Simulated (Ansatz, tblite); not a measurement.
# The cluster Li9−: rung by rung

How do method and basis change the picture of the cluster Li9− (singlet)?

The runs use Ansatz 0.2.0, Gaussian basis; as each input shows.

Levels to be run: GFN1-xTB, PBE/def2-TZVPD, r2SCAN/def2-TZVPD, ωB97M-V/def2-TZVPD, r2SCAN0/def2-TZVPD, B97M-V/def2-TZVPD, BHLYP/def2-TZVPD, HSE06/def2-TZVPD, BLYP/def2-TZVPD, LDA/def2-TZVPD, PBE/def2-SVPD, PBE0/def2-SVPD, HF/STO-3G, CCSD(T)/def2-TZVPPD, MP2/def2-TZVPD, RPA/def2-TZVPD.

## (1) The geometry

The geometry is that of the singlet, from an earlier relaxation (r2SCAN/def2-TZVPD). At that level it is the lowest of the isomers that a small search found.

9 atoms, charge -1, spin multiplicity 1.

Bond lengths: Li1–Li2 2.912 Å, Li1–Li6 2.991 Å, Li1–Li8 2.916 Å, Li1–Li9 2.988 Å, Li2–Li6 2.950 Å, Li2–Li8 2.982 Å, Li3–Li6 2.872 Å, Li3–Li9 2.873 Å, Li4–Li6 3.049 Å, Li4–Li9 3.048 Å, Li5–Li6 2.850 Å, Li5–Li9 2.853 Å, Li8–Li9 2.949 Å. Angles: Li2–Li1–Li6 60.0°, Li2–Li1–Li8 61.5°, Li2–Li1–Li9 92.4°, Li6–Li1–Li8 92.4°, Li6–Li1–Li9 64.0°, Li8–Li1–Li9 59.9°, Li1–Li2–Li6 61.3°, Li1–Li2–Li8 59.3°, Li6–Li2–Li8 91.9°, Li6–Li3–Li9 67.0°, Li6–Li4–Li9 62.7°, Li6–Li5–Li9 67.6°, Li1–Li6–Li2 58.7°, Li1–Li6–Li3 65.7°, Li1–Li6–Li4 114.1°, Li1–Li6–Li5 91.1°, Li2–Li6–Li3 124.1°, Li2–Li6–Li4 133.1° and more.

As a file:

```xyz
9

Li    1.0577   -0.9116   -1.2199
Li    0.9639    1.9892   -0.9868
Li   -1.7486   -2.3793   -0.9314
Li   -3.3624   -0.5837    1.2404
Li   -0.8659    1.5140    1.5761
Li   -1.5756    0.4870   -0.9854
Li    3.8656    0.8572   -1.2774
Li    2.0658    0.3192    1.2239
Li   -0.4005   -1.2921    1.3605
```

The ion is computed in the gas phase, without counter-ions or solvent.

PBE0/def2-TZVPD was run before; its log isn't repeated, and its numbers join the tables.

## (2) GFN1-xTB

Tight binding, by tblite at 300 K electronic temperature and without a spin-polarisation term:

```python
tblite.interface.Calculator('GFN1-xTB', numbers, positions, charge=-1, uhf=0).singlepoint()
```

Energy -105.8914 eV, HOMO -6.54 eV, LUMO -5.95 eV; 0.004 s.

## (3) PBE/def2-TZVPD

start.molden holds the orbitals of an earlier run on this state, given as this run's starting guess.

in.yaml

```yaml
crystal:
  periodic: [false, false, false]
  atoms:
    - {symbol: Li, position_ang: [1.057670, -0.911605, -1.219866]}
    - {symbol: Li, position_ang: [0.963859, 1.989200, -0.986840]}
    - {symbol: Li, position_ang: [-1.748604, -2.379267, -0.931385]}
    - {symbol: Li, position_ang: [-3.362405, -0.583673, 1.240417]}
    - {symbol: Li, position_ang: [-0.865887, 1.514032, 1.576098]}
    - {symbol: Li, position_ang: [-1.575556, 0.487009, -0.985403]}
    - {symbol: Li, position_ang: [3.865622, 0.857196, -1.277371]}
    - {symbol: Li, position_ang: [2.065827, 0.319219, 1.223854]}
    - {symbol: Li, position_ang: [-0.400536, -1.292110, 1.360507]}
basis:
  gaussian: {orbitals: def2-TZVPD, initial_orbitals: start.molden}
total_charge: -1
hamiltonian: {xc: pbe}
scf: {omitted_lower_state_checks: [starts]}
output: {orbitals: {seedname: orbitals}}
```

Run with:

```console
ansatz run in.yaml --threads 2 --pin off --events-out ev --progress --plain --max-ram 4352MiB
```

Further steps of the session: r2SCAN/def2-TZVPD; ωB97M-V/def2-TZVPD; r2SCAN0/def2-TZVPD; B97M-V/def2-TZVPD; BHLYP/def2-TZVPD; HSE06/def2-TZVPD; BLYP/def2-TZVPD; LDA/def2-TZVPD; PBE/def2-SVPD; PBE0/def2-SVPD; HF/STO-3G; CCSD(T)/def2-TZVPPD; MP2/def2-TZVPD; RPA/def2-TZVPD.

Q: Predict the results of all the runs planned. Wanted: gap in def2-TZVPD, named functionals, smallest and largest; correlation energy, CCSD(T)/def2-TZVPPD; correlation energy, MP2/def2-TZVPD; PBE0 total energy, smallest basis above largest.

The runs gave:

| quantity | value |
| --- | --- |
| gap in def2-TZVPD, named functionals, smallest and largest | 0.62 eV (LDA), 3.46 eV (ωB97M-V) |
| correlation energy, CCSD(T)/def2-TZVPPD | -14.81 eV |
| correlation energy, MP2/def2-TZVPD | -11.66 eV |
| PBE0 total energy, smallest basis above largest | 1.59 eV (def2-SVPD, def2-TZVPD) |

Orbital gaps of the named functionals in def2-TZVPD span 0.62 eV (LDA) to 3.46 eV (ωB97M-V); exact exchange widens it. BLYP puts the HOMO above zero: the outermost electron is held by the basis alone. Notes on CCSD(T)/def2-TZVPPD: large T1 diagnostic.
